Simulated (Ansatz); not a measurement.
# AlBrFH: taking an electron away

An exercise on one series of results from a longer session: the logs are not shown, and one member is left open.

Computed with Ansatz 0.2.0, Gaussian basis. Level: unrestricted cation, the program's frozen cores in correlated methods.

Levels to be run: UKS PBE-D4/def2-TZVPP; UKS r2SCAN-D4/def2-TZVPP; UKS PBE0-D4/def2-TZVPP; UKS B3LYP-D4/def2-TZVPP; UKS wB97X-V/def2-TZVPP; UKS wB97M-V/def2-TZVPP; UKS B2PLYP/def2-TZVPP; UHF-CCSD(T)/def2-TZVPP; UHF-MP2/def2-QZVPP; extrapolation to the limit; then −ε(HOMO) from the neutral's earlier runs with LDA (SPW92), PBE-D4, revPBE-D4, BLYP-D4, r2SCAN-D4, B97M-V, PBE0-D4, B3LYP-D4, r2SCANh-D4, r2SCAN0-D4, HSE06-D4, BHLYP-D4, CAM-B3LYP-D4, LC-ωPBE, ωB97X-V, ωB97M-V.

### Structure used throughout

The geometry comes from an earlier relaxation with PBE0-D4 in a triple-zeta def2 set; it is a stationary point.

4 atoms, charge 0, spin multiplicity 1.

Atoms are counted from 1 here; the program's logs count them from 0.

Bond lengths: F1–Al2 1.641 Å, Al2–Br3 2.237 Å, Al2–H4 1.563 Å. Angles: F1–Al2–Br3 117.7°, F1–Al2–H4 119.7°, Br3–Al2–H4 122.6°.

The first run:

Contents of in.yaml:

```yaml
crystal:
  periodic: [false, false, false]
  atoms:
    - {symbol: F, position_ang: [0.779107, -0.805065, 1.280127]}
    - {symbol: Al, position_ang: [0.132336, 0.076184, 0.056378]}
    - {symbol: Br, position_ang: [-1.566561, -0.822699, -1.087981]}
    - {symbol: H, position_ang: [0.710518, 1.491281, -0.268824]}
basis:
  gaussian: {orbitals: def2-TZVPP}
total_charge: 1
magnetization: {spin_polarized: true, initial_magnetization: 1}
hamiltonian: {xc: pbe, dispersion: d4}
```

Steps of the session up to this table: Cation, UKS PBE-D4/def2-TZVPP; Cation, UKS r2SCAN-D4/def2-TZVPP; Cation, UKS PBE0-D4/def2-TZVPP; Cation, UKS B3LYP-D4/def2-TZVPP; Cation, UKS wB97X-V/def2-TZVPP; Cation, UKS wB97M-V/def2-TZVPP; Cation, UKS B2PLYP (frozen core)/def2-TZVPP; Cation, UHF-CCSD(T)/def2-TZVPP; Cation, UHF-MP2/def2-QZVPP.

One of the session's tables, all rows but one given; the rest of the session is left out.

It belongs to the step «Ionisation energies side by side». For comparison, −ε(HOMO) of the neutral from earlier runs:

```
  functional  −ε(HOMO) (eV)
 LDA (SPW92)           7.74
      PBE-D4           7.59
   revPBE-D4           7.53
     BLYP-D4           7.40
   r2SCAN-D4           7.93
      B97M-V           7.99
     PBE0-D4           8.88
    B3LYP-D4           8.60
  r2SCANh-D4              ?
  r2SCAN0-D4           9.11
    HSE06-D4           8.48
    BHLYP-D4          10.00
CAM-B3LYP-D4          10.20
     LC-ωPBE          11.62
     ωB97X-V          11.25
     ωB97M-V          11.10
```

Q: Estimate the row for r2SCANh-D4 from the others.

Worked estimate for «−ε(HOMO) (eV)». Against the share of exact exchange, r2SCAN-D4 (0, 7.93), r2SCAN0-D4 (0.25, 9.11) give a slope of 4.72 per unit share; at 0.1 the line stands at 8.40.

As computed: −ε(HOMO) (eV): 8.40. In «−ε(HOMO) (eV)» the line misses by 0.00.

Caveats from the session: The cation may have settled in a state other than its lowest; no search over hole states beyond the program's own was made.
